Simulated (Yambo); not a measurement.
# Al (Fm-3m) in Yambo: notebook

One crystal, Al, is run at these levels: PBE; tasks: optical spectrum.

All numbers are computed with Yambo 5.3.0; they aren't measurements. Logs are shortened: lines on timing, memory, paths and dates and some standing lists are left out, and cuts for length are marked.

## Step 1: The crystal as given

The structure is cubic, space group Fm-3m (No. 225). Conventional cell: a = 4.050 Å, b = 4.050 Å, c = 4.050 Å, α = 90.00°, β = 90.00°, γ = 90.00°. Al (site symmetry m-3m) has 12 Al at 2.86 Å as nearest neighbours.

## Step 2: Optical spectrum, PBE

Input file optics2.in:

```
optics
chi
tddft
Chimod= "ALDA"
% BndsRnXd
 1 | 27 |
%
NGsBlkXd= 2 Ry
% LongDrXd
 1 | 0 | 0 |
%
% QpntsRXd
 1 | 1 |
%
% EnRngeXd
 0 | 30 | eV
%
% DmRngeXd
 0.1 | 0.1 | eV
%
ETStpsXd= 300
FxcGRLc= 2 Ry
VXCRLvcs= 2 Ry
```

Input file scf.in:

```
&CONTROL
  calculation = 'scf'
  prefix = 'pwscf'
  outdir = './tmp'
  pseudo_dir = './pseudo'
/
&SYSTEM
  ibrav = 0
  nat = 1
  ntyp = 1
  ecutwfc = 40
  nbnd = 6
  occupations = 'smearing'
  smearing = 'fd'
  degauss = 0.00367493
  force_symmorphic = .true.
/
&ELECTRONS
  conv_thr = 2d-10
  electron_maxstep = 120
  mixing_beta = 0.5
/
ATOMIC_SPECIES
Al    26.9815 Al.upf
CELL_PARAMETERS angstrom
   0.0000000000    2.0248050000    2.0248050000
   2.0248050000    0.0000000000    2.0248050000
   2.0248050000    2.0248050000    0.0000000000
ATOMIC_POSITIONS crystal
Al     0.0000000000    0.0000000000    0.0000000000
K_POINTS automatic
24 24 24 0 0 0
```

Input file nscf.in:

```
&CONTROL
  calculation = 'nscf'
  prefix = 'pwscf'
  outdir = './tmp'
  pseudo_dir = './pseudo'
/
&SYSTEM
  ibrav = 0
  nat = 1
  ntyp = 1
  ecutwfc = 40
  nbnd = 32
  occupations = 'smearing'
  smearing = 'fd'
  degauss = 0.00367493
  force_symmorphic = .true.
/
&ELECTRONS
  conv_thr = 1d-08
  diago_full_acc = .true.
  diago_thr_init = 1d-06
/
ATOMIC_SPECIES
Al    26.9815 Al.upf
CELL_PARAMETERS angstrom
   0.0000000000    2.0248050000    2.0248050000
   2.0248050000    0.0000000000    2.0248050000
   2.0248050000    2.0248050000    0.0000000000
ATOMIC_POSITIONS crystal
Al     0.0000000000    0.0000000000    0.0000000000
K_POINTS automatic
24 24 24 0 0 0
```

Potentials or basis: PseudoDojo 0.4.1 SR PBE standard.

Run with:

```sh
OMP_NUM_THREADS=1 pw.x -in scf.in > scf.out
OMP_NUM_THREADS=1 pw.x -in nscf.in > nscf.out
cd tmp/pwscf.save; p2y; mv SAVE ../..; cd ../..
OMP_NUM_THREADS=1 yambo
OMP_NUM_THREADS=1 yambo -F optics2.in -J optics2 -C optics2_out
```

Yambo's report:

```text
[... sections 02.01 to 02.04 as in the set-up run ...]

  [02.05] Energies & Occupations
  ==============================

  [X] === General ===
  [X] Electronic Temperature                        :  0.258606E-1   300.100    [eV K]
  [X] Bosonic    Temperature                        :  0.258606E-1   300.100    [eV K]
  [X] Finite Temperature mode                       : yes
  [X] El. density                                   :  0.18069E+24 [cm-3]
  [X] Fermi Level                                   :  7.869382 [eV]

  [X] === Gaps and Widths ===
  [X] Conduction Band Min                           :  7.869382 [eV]
  [X] Valence Band Max                              :  7.869382 [eV]
  [X] Filled Bands                                  :  1
  [X] Metallic Bands                                :  2  3
  [X] Empty Bands                                   :    4   32

  [X] === Metallic Characters ===
  [X] N of el / N of met el                         :  3.000000  0.953977
  [X] Average metallic occ.                         :  0.119247

  [WARNING] [X] Metallic system

 [03] Transferred momenta grid and indexing
 ==========================================

 IBZ Q-points                                      :   413
 BZ  Q-points                                      :  13824

 K/Q-points units:
 rlu = crystal or reduced units; cc = cartesian coordinates; iku = interal k-units

 Q [  1]        [rlu]:  0.000000  0.000000  0.000000
 Q [  2]        [rlu]:  0.27806E-18  0.27806E-18  0.41667E-01
 Q [  3]        [rlu]:  0.20685E-17  0.20685E-17  0.83333E-01
 Q [  4]        [rlu]: -0.18791E-17 -0.18791E-17  0.12500
 Q [  5]        [rlu]:  0.71618E-17 -0.20594E-16  0.16667
 Q [  6]        [rlu]: -0.37247E-17 -0.37247E-17  0.20833
[... 42 lines left out ...]
 Q [ 49]        [rlu]:  0.14667E-17  0.83333E-01 -0.41667
 Q [ 50]        [rlu]: -0.34545E-18  0.83333E-01 -0.37500

 Remaining 363 points informations can be written running with -fatlog

 [WARNING] [Xd] User bands 1-27 break level degeneracy

 [04] Dipoles
 ============

  [04.01] Setup: observables and procedures
  =========================================

  [WF-Oscillators/G space/Transverse up loader] Normalization (few states)  min/max  :  0.32778E-16   1.0000

  [WR./optics2//ndb.dipoles]------------------------------------------------------
   Brillouin Zone Q/K grids (IBZ/BZ)                :    413  13824    413  13824
   RL vectors                                       :   749 [WF]
   Fragmentation                                    : yes
   Electronic Temperature                           :  300.1000 [K]
   Bosonic    Temperature                           :  300.1000 [K]
   DIP band range                                   :   1  27
   DIP band range limits                            :  3  2
   DIP e/h energy range                             : -1.000000 -1.000000 [eV]
   RL vectors in the sum                            :   749
   [r,Vnl] included                                 : yes
   Bands ordered                                    : yes
   Direct v evaluation                              : no
   Approach used                                    : G-space v
   Dipoles computed                                 : R V P [G-space]
   Wavefunctions                                    : Perdew, Burke & Ernzerhof(X)+Perdew, Burke & Ernzerhof(C)

  [WARNING] [r,Vnl^pseudo] included in position and velocity dipoles.

  [WARNING] In case H contains other non local terms, these are neglected

 [05] Optics
 ===========

 [xc] Functional : Perdew, Burke & Ernzerhof(X)+Perdew, Burke & Ernzerhof(C)
 [xc] LIBXC used to calculate xc functional
  PP Number of Atomic Species                      :  1
  NLCC RL compoments                               :   3839
 [X-CG] R(p) Tot o/o(of R):    14937   555178      100

 [WARNING] The system is a metal but Drude term not included.
```

o-optics2.eel_q1_inv_alda_dyson:

```text
# Electron Energy Loss @ Q(1):   1.00000000      0.00000000      0.00000000    [q->0 direction]
#
# [ X ] Hartree size                              :   9
# [GEN] GF Energies                               : Perdew, Burke & Ernzerhof(X)+Perdew, Burke & Ernzerhof(C)
# [GEN] Green`s Function                          : Retarded
#
# [GEN] Gauge                                     : Length
# [GEN] [r,Vnl] included                          : yes
#
#    E[1] [eV]          Im(eel)            Re(eel)            Im(eel_o)          Re(eel_o)
#
        0.000000           0.78673E-12       -0.007399           0.18585E-19       -0.007349
        0.100334           0.963190E-3       -0.007082           0.960668E-3       -0.007032
        0.200669           0.002032          -0.005872           0.002027          -0.005824
        0.301003           0.003945          -0.003843           0.003931          -0.003799
        0.401338           0.006799          -0.003011           0.006768          -0.002955
        0.501672           0.006778          -0.958971E-3        0.006759          -0.885539E-3
[... 292 lines left out ...]
        29.89967           0.009843          -1.104055           0.009488          -1.104286
        30.00000           0.009765          -1.102959           0.009429          -1.103191
#
```

o-optics2.eps_q1_inv_alda_dyson:

```text
# Absorption @ Q(1):   1.00000000      0.00000000      0.00000000    [q->0 direction]
#
# [ X ] Hartree size                              :   9
# [GEN] GF Energies                               : Perdew, Burke & Ernzerhof(X)+Perdew, Burke & Ernzerhof(C)
# [GEN] Green`s Function                          : Retarded
#
# [GEN] Gauge                                     : Length
# [GEN] [r,Vnl] included                          : yes
#
#    E[1] [eV]          Im(eps)            Re(eps)            Im(eps_o)          Re(eps_o)
#
        0.000000           0.143693E-7        135.1466           0.34408E-15        136.0647
        0.100334           18.85412           138.6333           19.06917           139.5932
        0.200669           52.63397           152.0796           53.29516           153.1452
        0.301003           130.0669           126.7087           131.5496           127.1157
        0.401338           122.9666           54.44985           124.0917           54.18521
        0.501672           144.6490           20.46656           145.4523           19.05639
[... 292 lines left out ...]
        29.89967           0.008074           0.905680           0.007780           0.905495
        30.00000           0.008027           0.906581           0.007747           0.906395
#
```

Wall time 70 s (1 thread of Arm Neoverse V2, shared host); peak memory 0.83 GiB.

What came out:

* Band gap on the k mesh, mean-field level: none (metal or under the smearing width)
* Peak of the energy-loss function: 9.3 eV

Dielectric function (along the field direction of the input):
```
energy (eV)  real part  imaginary part
       0.30     126.71          130.07
       1.30      20.39           28.82
       2.31     -20.76            9.72
       3.31      -9.65            6.30
       4.41      -1.91            3.02
       5.42      -1.77            0.41
       6.42      -1.25            0.22
       7.53      -0.72            0.17
       8.53      -0.18            0.24
       9.53       0.06            0.08
      10.64       0.23            0.05
      11.64       0.33            0.07
      12.64       0.48            0.05
      13.75       0.56            0.03
      14.75       0.60            0.02
      15.75       0.65            0.03
      16.86       0.70            0.03
      17.86       0.74            0.02
      18.86       0.76            0.01
      19.97       0.78            0.01
```

Energy-loss function:
```
energy (eV)   loss
        0.0  0.000
        1.3  0.023
        2.6  0.024
        3.9  0.043
        5.2  0.079
        6.5  0.153
        7.8  0.571
        9.1  6.280
       10.4  1.760
       11.7  0.412
       13.0  0.200
       14.3  0.139
       15.7  0.079
       17.0  0.068
       18.3  0.036
       19.6  0.032
       20.9  0.023
       22.2  0.023
       23.5  0.019
       24.8  0.013
       26.1  0.012
       27.4  0.011
       28.7  0.011
       30.0  0.010
```

Caveat: the LDA kernel is used on GGA states, which is inconsistent by a few percent; the intraband (Drude) term of the metal is left out; these spectra lack excitons.

## Step 3: Optical spectrum, PBE

Input file optics3.in:

```
optics
chi
Chimod= "IP"
% BndsRnXd
 1 | 27 |
%
% LongDrXd
 0 | 1 | 0 |
%
% QpntsRXd
 1 | 1 |
%
% EnRngeXd
 0 | 30 | eV
%
% DmRngeXd
 0.3 | 0.3 | eV
%
ETStpsXd= 150
```

scf.in is that of step 2.

nscf.in is that of step 2.

Potentials or basis: PseudoDojo 0.4.1 SR PBE standard.

Run with:

```sh
OMP_NUM_THREADS=1 pw.x -in scf.in > scf.out
OMP_NUM_THREADS=1 pw.x -in nscf.in > nscf.out
cd tmp/pwscf.save; p2y; mv SAVE ../..; cd ../..
OMP_NUM_THREADS=1 yambo
OMP_NUM_THREADS=1 yambo -F optics3.in -J optics3 -C optics3_out
```

Yambo's report:

```text
[... sections 02.01 to 02.04 as in the set-up run ...]

  [02.05] Energies & Occupations
  ==============================

  [X] === General ===
  [X] Electronic Temperature                        :  0.258606E-1   300.100    [eV K]
  [X] Bosonic    Temperature                        :  0.258606E-1   300.100    [eV K]
  [X] Finite Temperature mode                       : yes
  [X] El. density                                   :  0.18069E+24 [cm-3]
  [X] Fermi Level                                   :  7.869382 [eV]

  [X] === Gaps and Widths ===
  [X] Conduction Band Min                           :  7.869382 [eV]
  [X] Valence Band Max                              :  7.869382 [eV]
  [X] Filled Bands                                  :  1
  [X] Metallic Bands                                :  2  3
  [X] Empty Bands                                   :    4   32

  [X] === Metallic Characters ===
  [X] N of el / N of met el                         :  3.000000  0.953977
  [X] Average metallic occ.                         :  0.119247

  [WARNING] [X] Metallic system

 [03] Transferred momenta grid and indexing
 ==========================================

 IBZ Q-points                                      :   413
 BZ  Q-points                                      :  13824

 K/Q-points units:
 rlu = crystal or reduced units; cc = cartesian coordinates; iku = interal k-units

 Q [  1]        [rlu]:  0.000000  0.000000  0.000000
 Q [  2]        [rlu]:  0.27806E-18  0.27806E-18  0.41667E-01
 Q [  3]        [rlu]:  0.20685E-17  0.20685E-17  0.83333E-01
 Q [  4]        [rlu]: -0.18791E-17 -0.18791E-17  0.12500
 Q [  5]        [rlu]:  0.71618E-17 -0.20594E-16  0.16667
 Q [  6]        [rlu]: -0.37247E-17 -0.37247E-17  0.20833
[... 42 lines left out ...]
 Q [ 49]        [rlu]:  0.14667E-17  0.83333E-01 -0.41667
 Q [ 50]        [rlu]: -0.34545E-18  0.83333E-01 -0.37500

 Remaining 363 points informations can be written running with -fatlog

 [WARNING] [Xd] User bands 1-27 break level degeneracy

 [04] Dipoles
 ============

  [04.01] Setup: observables and procedures
  =========================================

  [WF-Oscillators/G space/Transverse up loader] Normalization (few states)  min/max  :  0.32778E-16   1.0000

  [WR./optics3//ndb.dipoles]------------------------------------------------------
   Brillouin Zone Q/K grids (IBZ/BZ)                :    413  13824    413  13824
   RL vectors                                       :   749 [WF]
   Fragmentation                                    : yes
   Electronic Temperature                           :  300.1000 [K]
   Bosonic    Temperature                           :  300.1000 [K]
   DIP band range                                   :   1  27
   DIP band range limits                            :  3  2
   DIP e/h energy range                             : -1.000000 -1.000000 [eV]
   RL vectors in the sum                            :   749
   [r,Vnl] included                                 : yes
   Bands ordered                                    : yes
   Direct v evaluation                              : no
   Approach used                                    : G-space v
   Dipoles computed                                 : R V P [G-space]
   Wavefunctions                                    : Perdew, Burke & Ernzerhof(X)+Perdew, Burke & Ernzerhof(C)

  [WARNING] [r,Vnl^pseudo] included in position and velocity dipoles.

  [WARNING] In case H contains other non local terms, these are neglected

 [05] Optics
 ===========

 [X-CG] R(p) Tot o/o(of R):    14937   555178      100

 [WARNING] The system is a metal but Drude term not included.
```

It took 68 s on 1 thread of Arm Neoverse V2, shared host; peak memory 0.37 GiB.

Results:

- Band gap on the k mesh, mean-field level: none (metal or under the smearing width)

Dielectric function (along the field direction of the input):
| energy (eV) | real part | imaginary part |
| --- | --- | --- |
| 0.40 | 50.89 | 66.23 |
| 1.41 | 3.66 | 30.03 |
| 2.42 | -12.07 | 10.50 |
| 3.42 | -6.51 | 4.41 |
| 4.43 | -2.95 | 2.25 |
| 5.44 | -1.78 | 0.80 |
| 6.44 | -1.16 | 0.45 |
| 7.45 | -0.65 | 0.35 |
| 8.46 | -0.20 | 0.24 |
| 9.46 | 0.04 | 0.13 |
| 10.67 | 0.24 | 0.09 |
| 11.68 | 0.36 | 0.08 |
| 12.68 | 0.47 | 0.07 |
| 13.69 | 0.55 | 0.05 |
| 14.70 | 0.60 | 0.04 |
| 15.70 | 0.65 | 0.04 |
| 16.71 | 0.70 | 0.03 |
| 17.72 | 0.73 | 0.02 |
| 18.72 | 0.76 | 0.02 |
| 19.93 | 0.78 | 0.02 |

Energy-loss function:
```csv
energy (eV),loss
0.0,0.000
1.2,0.035
2.6,0.051
3.8,0.081
5.2,0.159
6.4,0.290
7.9,0.975
9.1,4.924
10.5,2.071
11.7,0.616
13.1,0.232
14.3,0.149
15.7,0.084
16.9,0.070
18.3,0.042
19.5,0.038
20.9,0.028
22.1,0.026
23.6,0.020
24.8,0.017
26.2,0.014
27.4,0.013
28.8,0.012
30.0,0.011
```

Caveat: the intraband (Drude) term of the metal is left out; independent-particle spectra lack excitons.
